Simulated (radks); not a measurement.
**Se⁴⁺ in [Ar] 3d10 4s1.75 4p0.25: an all-electron calculation**

Wanted: eigenvalues, radial structure and energy terms of the selenium ion Se4+.

Method: non-relativistic Kohn-Sham, PBE, spin-polarised, spherical densities, point nucleus; open shells are filled with parallel spins first. Code: radks (a radial shooting solver on a logarithmic mesh, Libxc functionals) version 1.

**1. Starting point**

| Property | Result |
| --- | --- |
| element | selenium (Z = 34) |
| charge | +4 |
| electrons | 30 |
| configuration | [Ar] 3d10 4s1.75 4p0.25 |

**2. The run**

The run's settings:

```text
Z 34
configuration [Ar] 3d10 4s1.75 4p0.25
relativity non-relativistic
functional pbe,pbe
spin polarised
nucleus point
```

**Question.** What will this run give?

As calculated:

| quantity | value |
| --- | --- |
| total energy | -2397.21404 hartree |
| exchange-correlation share of it | 3.56 % |
| −T/E | 0.9994 |
| highest occupied level | 4p up, -48.503 eV |
| most extended occupied level | 4p up, <r> = 1.80 bohr |
| radius at density 0.001 e/bohr³ | 3.00 bohr |
| maxima of the radial density | 3 |

4 principal shells are occupied and 3 maxima appear in the radial density; where shells overlap, one shows as a shoulder or not at all. −T/E = 0.9994, near the virial value of 1. This is not the tabulated ground configuration, so its levels and sizes aren't those of the ground state, and no measured value stands beside it.
